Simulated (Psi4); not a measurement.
**GeH2Cl2 (dichlorogermane): HF/def2-SVPD**

What is the vertical singlet–triplet gap of GeH2Cl2 (dichlorogermane) at HF/def2-SVPD? 

The calculation is run with Psi4 1.11.

1 further run of the same task is left out (set aside as unsound or not needed).

## Step 1: The molecule

GeH2Cl2 has 5 atoms, charge 0, and is taken as a singlet. As SMILES, `[Cl][GeH2][Cl]`. Geometry: relaxed at PBE0-D4/def2-TZVP.

Bond lengths: Cl1–Ge2 2.140 Å, Ge2–Cl3 2.140 Å, Ge2–H4 1.528 Å, Ge2–H5 1.528 Å. Angles: Cl1–Ge2–Cl3 108.2°, Cl1–Ge2–H4 108.2°, Cl1–Ge2–H5 108.2°, Cl3–Ge2–H4 108.2°, Cl3–Ge2–H5 108.2°, H4–Ge2–H5 115.8°.

## Step 2: The energy at HF/def2-SVPD

The input, run.py:

```python
import numpy as np
from ase.calculators.psi4 import Psi4
from ase import Atoms

mol = Atoms(['Cl', 'Ge', 'Cl', 'H', 'H'], positions=[
    [-1.771500, -0.157700, 0.977200],
    [0.027400, 0.080300, -0.156400],
    [1.579400, -1.030200, 0.811000],
    [-0.198900, -0.525000, -1.541400],
    [0.413600, 1.558900, -0.131900],
])
calc = Psi4(atoms=mol, method='scf', basis='def2-SVPD', memory='1600MB', num_threads=1, charge=0, multiplicity=1, label='cl2geh2', reference='rhf')
calc.psi4.set_options({'puream': True, 'e_convergence': 1e-09, 'd_convergence': 1e-08, 'scf_type': 'pk'})
mol.calc = calc

print(f'energy: {mol.get_potential_energy():.6f} eV')
```

The run is started by

```bash
$ python run.py
```

cl2geh2.dat:

```text
[...]
  Running in c1 symmetry.
[...]
  Nuclear repulsion =  347.600220461253969
[...]
  Multiplicity = 1
[...]
  Nalpha       = 34
  Nbeta        = 34
[...]
    Number of basis functions: 108
[...]
   @RHF iter   1: -2994.08979543323358   -3.04695e+00   1.92937e-02 DIIS/ADIIS
[...]
   @RHF iter  11: -2995.07720732209646    1.36424e-12   3.29007e-09 DIIS
[...]
    Orbital Energies [Eh]
    ---------------------
    Doubly Occupied:
       1A   -405.284167     2A   -104.809777     3A   -104.809770
       4A    -52.207979     5A    -46.310099     6A    -46.309561
       7A    -46.308567     8A    -10.570669     9A    -10.570664
      10A     -8.045340    11A     -8.045333    12A     -8.042697
      13A     -8.042689    14A     -8.042619    15A     -8.042614
      16A     -7.265722    17A     -5.245931    18A     -5.244062
      19A     -5.241047    20A     -1.722052    21A     -1.720708
      22A     -1.715765    23A     -1.714090    24A     -1.712844
      25A     -1.113920    26A     -1.086846    27A     -0.742472
      28A     -0.558009    29A     -0.545509    30A     -0.541823
      31A     -0.477279    32A     -0.475266    33A     -0.462838
      34A     -0.453288
[...]
  @RHF Final Energy: -2995.07720732209646
   => Energetics <=
    Nuclear Repulsion Energy =            347.6002204612539686
    One-Electron Energy =               -4858.3908186977660080
    Two-Electron Energy =                1515.7133909144154131
    Total Energy =                      -2995.0772073220964558
[...]
 Multipole Moments:
 ------------------------------------------------------------------------------------
     Multipole            Electronic (a.u.)      Nuclear  (a.u.)        Total (a.u.)
 ------------------------------------------------------------------------------------
 L = 1.  Multiply by 2.5417464519 to convert [e a0] to [Debye]
 Dipole X            :          0.2516624           -0.1659863            0.0856760
 Dipole Y            :          1.3746190           -0.9066017            0.4680174
 Dipole Z            :         -2.1418676            1.4126359           -0.7292317
 Magnitude           :                                                    0.8707235
[...]
```

Standard output:

```text
energy: -81500.202061 eV
```

Wall time 3 s (1 thread of Intel Xeon 6975P-C (Granite Rapids), shared host); peak memory 0.5 GiB.

## Step 3: The triplet: energy and gradient at UHF/def2-SVPD

The input, job.py:

```python
import psi4

psi4.set_memory(1600000000)
psi4.set_num_threads(1)
psi4.set_output_file('run.log', False)

geom = psi4.geometry("""
0 3
Cl    -1.771500    -0.157700     0.977200
Ge     0.027400     0.080300    -0.156400
Cl     1.579400    -1.030200     0.811000
H     -0.198900    -0.525000    -1.541400
H      0.413600     1.558900    -0.131900
units angstrom
symmetry c1
no_reorient
no_com
""")

psi4.set_options({
    'basis': 'def2-SVPD',
    'reference': 'uhf',
    'puream': True,
    'e_convergence': 1e-09,
    'd_convergence': 1e-08,
    'scf_type': 'pk',
    'maxiter': 100,
})

e = psi4.gradient('scf')
print('gradient / Eh bohr^-1')
print(e.np.round(6))
```

The run is started by

```bash
$ python job.py
```

run.log, shortened:

```text
[...]
  Running in c1 symmetry.
[...]
  Nuclear repulsion =  347.600220461253969
[...]
  Multiplicity = 3
[...]
  Nalpha       = 35
  Nbeta        = 33
[...]
    Number of basis functions: 108
[...]
   @UHF iter   1: -2993.69049831485654   -2.64764e+00   1.97634e-02 DIIS/ADIIS
[...]
   @UHF iter  28: -2994.78342712506856    4.10637e-10   9.12470e-09 DIIS
[...]
   @S^2 Observed:                2.039332749E+00
[...]
  @UHF Final Energy: -2994.78342712506856
   => Energetics <=
    Nuclear Repulsion Energy =            347.6002204612539686
    One-Electron Energy =               -4858.4911126367296674
    Two-Electron Energy =                1516.1074650504069723
    Total Energy =                      -2994.7834271250685561
  UHF NO Occupations:
  HONO-2 :   33  A 1.9946201
  HONO-1 :   34  A 1.0000000
[...]
 Multipole Moments:
 ------------------------------------------------------------------------------------
     Multipole            Electronic (a.u.)      Nuclear  (a.u.)        Total (a.u.)
 ------------------------------------------------------------------------------------
 L = 1.  Multiply by 2.5417464519 to convert [e a0] to [Debye]
 Dipole X            :          4.1525149           -4.1086425            0.0438724
 Dipole Y            :         31.5921388          -31.3520682            0.2400706
 Dipole Z            :        -45.2008090           44.8267603           -0.3740487
 Magnitude           :                                                    0.4466219
[...]
  -Total Gradient:
     Atom            X                  Y                   Z
    ------   -----------------  -----------------  -----------------
       1        0.082889619415    -0.002588084155    -0.032186983912
       2       -0.002033033401    -0.011043978872     0.017039804339
       3       -0.076249088955     0.038848120921    -0.024294049712
       4        0.000345084121    -0.003600940750     0.025841633467
       5       -0.004952581166    -0.021615117151     0.013599595837
[...]
```

Standard output:

```text
gradient / Eh bohr^-1
[[ 0.08289  -0.002588 -0.032187]
 [-0.002033 -0.011044  0.01704 ]
 [-0.076249  0.038848 -0.024294]
 [ 0.000345 -0.003601  0.025842]
 [-0.004953 -0.021615  0.0136  ]]
```

Run time: 9.3 s. Hardware: 1 thread of Intel Xeon 6975P-C (Granite Rapids), shared host; peak memory 0.46 GiB.

## Step 4: Summary of results

At HF/def2-SVPD:

```
                                        quantity           value
                           singlet: total energy  -2995.07721 Eh
                          singlet: dipole moment          2.21 D
                            singlet: HOMO energy       -12.33 eV
                            singlet: LUMO energy         1.83 eV
                          singlet: HOMO–LUMO gap        14.17 eV
                           triplet: total energy  -2994.78343 Eh
                          triplet: dipole moment          1.14 D
     triplet: HOMO energy (highest over α and β)        -4.40 eV
                                   triplet: ⟨S²⟩           2.039
               triplet: largest force on an atom      4.574 eV/Å
vertical energy of the triplet above the singlet        7.994 eV
```

In words: At this shape the triplet lies 7.99 eV (771 kJ/mol) above the singlet.
